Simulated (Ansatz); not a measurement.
LuTl3, space group Pm-3m: an equation of state with a fit, run with the Python package of Ansatz (0.2.0).

Script `lutl3_eos.py`:
```python
"""Equation of state of LuTl3."""

import warnings

import ansatz as az
import numpy as np
from pymatgen.analysis.eos import EOS

vectors0 = np.array([
    [4.638, 0.0, 0.0],
    [0.0, 4.638, 0.0],
    [0.0, 0.0, 4.638],
])
sites = [
    ("Lu", (0.0, 0.0, 0.0)),
    ("Tl", (0.0, 0.5, 0.5)),
    ("Tl", (0.5, 0.0, 0.5)),
    ("Tl", (0.5, 0.5, 0.0)),
]


def make_crystal(cell):
    crystal = az.Crystal(lattice=az.Lattice.of(cell))
    for symbol, position in sites:
        crystal = crystal.atom(symbol, position)
    return crystal

warnings.simplefilter("ignore", az.DeckWarning)

# scale the volume, keep shape and fractions
volumes, energies = [], []
for scale in np.linspace(0.95, 1.07, 5):
    cell = vectors0 * scale ** (1 / 3)
    base = (
        make_crystal(cell).calculation()
        .functional("pbesol")
        .pseudopotentials("paw")
        .basis(450)
        .occupations("fermi_dirac", width=0.1)
        .kpoints(5, 5, 5)
    )
    report = base.run(threads=1).report
    volumes.append(abs(np.linalg.det(cell)) / len(sites))
    energies.append(report["free_energy_ev"] / len(sites))
    print(f"V = {volumes[-1]:8.4f} A^3/atom  F = {energies[-1]:.5f} eV/atom")

for form in ["birch_murnaghan"]:
    fit = EOS(eos_name=form).fit(volumes, energies)
    print(f"{form:18s} V0 {fit.v0:8.4f} A^3/atom  B0 {fit.b0_GPa:7.1f} GPa  B1 {fit.b1:5.2f}")
```

Estimate the equilibrium volume and the bulk modulus.

A third-order Birch-Murnaghan fit through the 5 points has its minimum at 25.11 Å³ an atom, 0.7 % above the typed cell, with a bulk modulus of 58 GPa and dB/dP = 5.1. From that minimum the energy rises by 16.3 meV an atom on the compressed side and 15.7 meV on the expanded side.

The output:

`python lutl3_eos.py` gives:
```text
V =  23.6950 A^3/atom  F = -12124.82879 eV/atom
V =  24.4432 A^3/atom  F = -12124.84168 eV/atom
V =  25.1915 A^3/atom  F = -12124.84506 eV/atom
V =  25.9397 A^3/atom  F = -12124.84053 eV/atom
V =  26.6880 A^3/atom  F = -12124.82940 eV/atom
birch_murnaghan    V0  25.1147 A^3/atom  B0    57.8 GPa  B1  5.13
```

Reading the output:
- Total energies depend on the potentials; only differences at equal settings carry meaning.
- For a metal this k-point mesh is coarse: on a finer one energies can move by several to tens of meV an atom and pressures by half a GPa or more, differences at one mesh by less.
- Spin-orbit coupling, which matters for elements this heavy, is left out.
- The structure is a deposited one; some such entries were measured under pressure or heat, so a shift against it needn't be the functional's error alone.
- Wall time of the script: 6 s on 1 thread of AMD EPYC 9R45 96-Core Processor (Zen 5) (shared host), peak memory 0.55 GiB.
